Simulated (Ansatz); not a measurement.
# One shape, several levels: C4F6 (hexafluorocyclobutene)

We compute a comparison of 4 runs (HF/def2-SVP, HF/pcseg-1, PBE0/def2-SVP, PBE0/pcseg-1) of C4F6 (hexafluorocyclobutene). 

Program for the calculation: Ansatz 0.2.0.

7 further runs of the same task are left out: 3 for a known fault of the program, 4 set aside as unsound or not needed. Runs told in other sessions of the task aren't counted.

## (1) Starting point

The species is C4F6 (10 atoms), meant as a singlet with charge 0. As SMILES, `FC1=C(F)C(F)(F)C1(F)F`. The shape is that of a PBE0-D4/def2-TZVP optimisation.

Bond lengths: F1–C2 1.301 Å, C2–C3 1.334 Å, C3–F4 1.301 Å, C3–C5 1.496 Å, C5–F6 1.340 Å, C5–F7 1.340 Å, C2–C8 1.496 Å, C5–C8 1.568 Å, C8–F9 1.340 Å, C8–F10 1.340 Å. Some angles: F1–C2–C3 135.0°, F1–C2–C8 130.6°, C3–C2–C8 94.5°, C2–C3–F4 135.0°, C2–C3–C5 94.5°, F4–C3–C5 130.6°, C3–C5–F6 116.5°, C3–C5–F7 116.5°, C3–C5–C8 85.5°, F6–C5–F7 107.6°.

## (2) Energy and forces at HF/def2-SVP (run 1)

File run.yaml:

```yaml
basis:
  gaussian:
    orbitals: def2-SVP
crystal:
  periodic: [false, false, false]
  atoms:
    - {symbol: F, position_ang: [-0.072120, -2.316230, 0.763630]}
    - {symbol: C, position_ang: [-0.087540, -1.109800, 0.277030]}
    - {symbol: C, position_ang: [-0.606330, -0.538520, -0.811440]}
    - {symbol: F, position_ang: [-1.305940, -0.957560, -1.825060]}
    - {symbol: C, position_ang: [-0.097240, 0.828870, -0.479530]}
    - {symbol: F, position_ang: [-1.021680, 1.768480, -0.236800]}
    - {symbol: F, position_ang: [0.801770, 1.353470, -1.323900]}
    - {symbol: C, position_ang: [0.512470, 0.157580, 0.799350]}
    - {symbol: F, position_ang: [0.026610, 0.614420, 1.961950]}
    - {symbol: F, position_ang: [1.849980, 0.199290, 0.874760]}
output: {forces: true, orbitals: {seedname: orbitals}}
accuracy: high
hamiltonian:
  xc: hf
```

Command:

```sh
$ ansatz run run.yaml --threads 1 --pin off --max-ram 3480MiB --events-out events.jsonl --progress --plain --runs-dir runs
```

Log, cut to the lines that bear on the results:

```text
Warning: RAYON_NUM_THREADS=1 ignored (pool sized by the plan → 1); use --threads N
Functional definition: HF
  name "HF"
[...]
3149 factors; integrals over basis functions are off by at most 8.8e-9 eV
[...]
mean field -20338.13308119 eV, -747.4126050518 hartree, gradient 2.3e-8 eV, S^2 0.000000; 0 other end points of the search recorded, 0 dependent functions left out
[...]
reference -20338.13308119 eV, -747.4126050518 hartree; 39, 39 occupied and 101, 101 virtual orbitals, 3149 factors
Total energy: -20338.13308119 eV, -747.4126050518 hartree
Atom 0 at    -0.072120    -2.316230     0.763630 Å, force     0.000262     0.729036    -0.278049 eV/Å
Atom 1 at    -0.087540    -1.109800     0.277030 Å, force    -0.361490    -0.112547    -0.564118 eV/Å
Atom 2 at    -0.606330    -0.538520    -0.811440 Å, force     0.068065    -0.585436     0.337799 eV/Å
Atom 3 at    -1.305940    -0.957560    -1.825060 Å, force     0.418988     0.267511     0.601003 eV/Å
Atom 4 at    -0.097240     0.828870    -0.479530 Å, force     0.201842     0.789825     0.035817 eV/Å
Atom 5 at    -1.021680     1.768480    -0.236800 Å, force     0.781873    -0.806492    -0.189811 eV/Å
Atom 6 at     0.801770     1.353470    -1.323900 Å, force    -0.751195    -0.457445     0.723855 eV/Å
Atom 7 at     0.512470     0.157580     0.799350 Å, force     0.379748     0.592702     0.412783 eV/Å
Atom 8 at     0.026610     0.614420     1.961950 Å, force     0.397413    -0.383045    -0.996635 eV/Å
Atom 9 at     1.849980     0.199290     0.874760 Å, force    -1.135506    -0.034109    -0.082645 eV/Å
Dipole moment:    -0.105770    -0.251267    -0.081477 e Å
```

Wall time 15 s (1 thread of Arm Neoverse V2, shared host); peak memory 0.62 GiB.

## (3) Energy and forces at HF/pcseg-1 (run 2)

File job.yaml:

```yaml
crystal:
  periodic: [false, false, false]
  atoms:
    - {symbol: F, position_ang: [-0.072120, -2.316230, 0.763630]}
    - {symbol: C, position_ang: [-0.087540, -1.109800, 0.277030]}
    - {symbol: C, position_ang: [-0.606330, -0.538520, -0.811440]}
    - {symbol: F, position_ang: [-1.305940, -0.957560, -1.825060]}
    - {symbol: C, position_ang: [-0.097240, 0.828870, -0.479530]}
    - {symbol: F, position_ang: [-1.021680, 1.768480, -0.236800]}
    - {symbol: F, position_ang: [0.801770, 1.353470, -1.323900]}
    - {symbol: C, position_ang: [0.512470, 0.157580, 0.799350]}
    - {symbol: F, position_ang: [0.026610, 0.614420, 1.961950]}
    - {symbol: F, position_ang: [1.849980, 0.199290, 0.874760]}
basis:
  gaussian:
    orbitals: pcseg-1.json
hamiltonian:
  xc: hf
accuracy: high
output: {forces: true, orbitals: {seedname: orbitals}}
```

The basis set pcseg-1 is read from a file made from the Basis Set Exchange's data (not shown).

Command:

```sh
$ ansatz run job.yaml --threads 1 --pin off --max-ram 3480MiB --events-out events.jsonl --progress --plain --runs-dir runs
```

Log, cut to the lines that bear on the results:

```text
Warning: RAYON_NUM_THREADS=1 ignored (pool sized by the plan → 1); use --threads N
[... 2 set-up lines as earlier in the session ...]
[...]
3283 factors; integrals over basis functions are off by at most 1.7e-8 eV
[...]
mean field -20348.11922587 eV, -747.7795891000 hartree, gradient 2.2e-8 eV, S^2 0.000000; 0 other end points of the search recorded, 0 dependent functions left out
[...]
reference -20348.11922587 eV, -747.7795891000 hartree; 39, 39 occupied and 101, 101 virtual orbitals, 3283 factors
Total energy: -20348.11922587 eV, -747.7795891000 hartree
Atom 0 at    -0.072120    -2.316230     0.763630 Å, force     0.009058     0.540240    -0.191189 eV/Å
Atom 1 at    -0.087540    -1.109800     0.277030 Å, force    -0.475278     0.429537    -0.962263 eV/Å
Atom 2 at    -0.606330    -0.538520    -0.811440 Å, force     0.421544    -0.558086     0.920563 eV/Å
Atom 3 at    -1.305940    -0.957560    -1.825060 Å, force     0.307170     0.211543     0.434785 eV/Å
Atom 4 at    -0.097240     0.828870    -0.479530 Å, force     0.190277     0.324601     0.193939 eV/Å
Atom 5 at    -1.021680     1.768480    -0.236800 Å, force     0.641693    -0.642437    -0.188933 eV/Å
Atom 6 at     0.801770     1.353470    -1.323900 Å, force    -0.638325    -0.350999     0.573875 eV/Å
Atom 7 at     0.512470     0.157580     0.799350 Å, force     0.116342     0.404689     0.042865 eV/Å
Atom 8 at     0.026610     0.614420     1.961950 Å, force     0.353696    -0.325207    -0.793386 eV/Å
Atom 9 at     1.849980     0.199290     0.874760 Å, force    -0.926176    -0.033881    -0.030258 eV/Å
Dipole moment:    -0.101953    -0.242198    -0.078537 e Å
```

It took 16 s on 1 thread of Arm Neoverse V2, shared host; peak memory 0.66 GiB.

Run 3 isn't shown in full; the table further down has it.

## (4) Energy and gradient at PBE0/pcseg-1 (run 4)

run.yaml: that of step 2 with these lines changed.

```diff
@@ -1,4 +1 @@
-basis:
-  gaussian:
-    orbitals: def2-SVP
 crystal:
@@ -16,5 +13,6 @@
     - {symbol: F, position_ang: [1.849980, 0.199290, 0.874760]}
+basis:
+  gaussian: {orbitals: pcseg-1.json}
+hamiltonian: {xc: pbe0}
+accuracy: high
 output: {forces: true, orbitals: {seedname: orbitals}}
-accuracy: high
-hamiltonian:
-  xc: hf
```

The basis set pcseg-1 is read from a file made from the Basis Set Exchange's data (not shown).

Command:

```sh
$ ansatz run run.yaml --threads 1 --pin off --max-ram 3480MiB --events-out events.jsonl --progress --plain --runs-dir runs
```

Log, cut to the lines that bear on the results:

```text
Warning: RAYON_NUM_THREADS=1 ignored (pool sized by the plan → 1); use --threads N
Functional definition: PBE0
  name "PBE0"
[...]
3283 factors; integrals over basis functions are off by at most 1.7e-8 eV
[...]
mean field -20422.22997027 eV, -750.5031087227 hartree, gradient 2.3e-8 eV, S^2 0.000000; 0 other end points of the search recorded, 0 dependent functions left out
[...]
reference -20422.22997175 eV, -750.5031087773 hartree; 39, 39 occupied and 101, 101 virtual orbitals, 3283 factors
Total energy: -20422.22997175 eV, -750.5031087773 hartree
Atom 0 at    -0.072120    -2.316230     0.763630 Å, force     0.003836    -0.282406     0.114230 eV/Å
Atom 1 at    -0.087540    -1.109800     0.277030 Å, force     0.030925     0.277005    -0.054608 eV/Å
Atom 2 at    -0.606330    -0.538520    -0.811440 Å, force     0.148235     0.147864     0.192373 eV/Å
Atom 3 at    -1.305940    -0.957560    -1.825060 Å, force    -0.164101    -0.097870    -0.237683 eV/Å
Atom 4 at    -0.097240     0.828870    -0.479530 Å, force     0.041218    -0.186491     0.139255 eV/Å
Atom 5 at    -1.021680     1.768480    -0.236800 Å, force    -0.118161     0.074774     0.069825 eV/Å
Atom 6 at     0.801770     1.353470    -1.323900 Å, force     0.133000     0.017692    -0.080170 eV/Å
Atom 7 at     0.512470     0.157580     0.799350 Å, force    -0.122965    -0.006868    -0.201624 eV/Å
Atom 8 at     0.026610     0.614420     1.961950 Å, force    -0.101616     0.056769     0.104083 eV/Å
Atom 9 at     1.849980     0.199290     0.874760 Å, force     0.149629    -0.000469    -0.045682 eV/Å
Dipole moment:    -0.104994    -0.249429    -0.080881 e Å
```

It took 27 s on 1 thread of Arm Neoverse V2, shared host; peak memory 0.72 GiB.

## (5) Overview of the runs

```tsv
run	level	energy (Eh)	dipole moment (D)	HOMO energy (eV)	LUMO energy (eV)	wall time
1	HF/def2-SVP	-747.412605	1.37	-12.32	3.14	15 s
2	HF/pcseg-1	-747.779589	1.32	-12.38	3.00	16 s
3	PBE0/def2-SVP	-750.096090	1.36	-8.94	-0.83	25 s
4	PBE0/pcseg-1	-750.503109	1.36	-9.15	-1.01	27 s
```

## (6) What came out

```
                       quantity          value
            run 4: total energy  -750.50311 Eh
           run 4: dipole moment         1.36 D
             run 4: HOMO energy       -9.15 eV
             run 4: LUMO energy       -1.01 eV
           run 4: HOMO–LUMO gap        8.14 eV
run 4: largest force on an atom     0.305 eV/Å
```

**Reading.** The dipole moment (its size) runs from 1.32 D (HF/pcseg-1) to 1.37 D (HF/def2-SVP). The HOMO–LUMO gap runs from 8.12 eV (PBE0/def2-SVP) to 15.46 eV (HF/def2-SVP). Exact exchange widens orbital gaps. All runs together took 83 s, the longest 27 s.
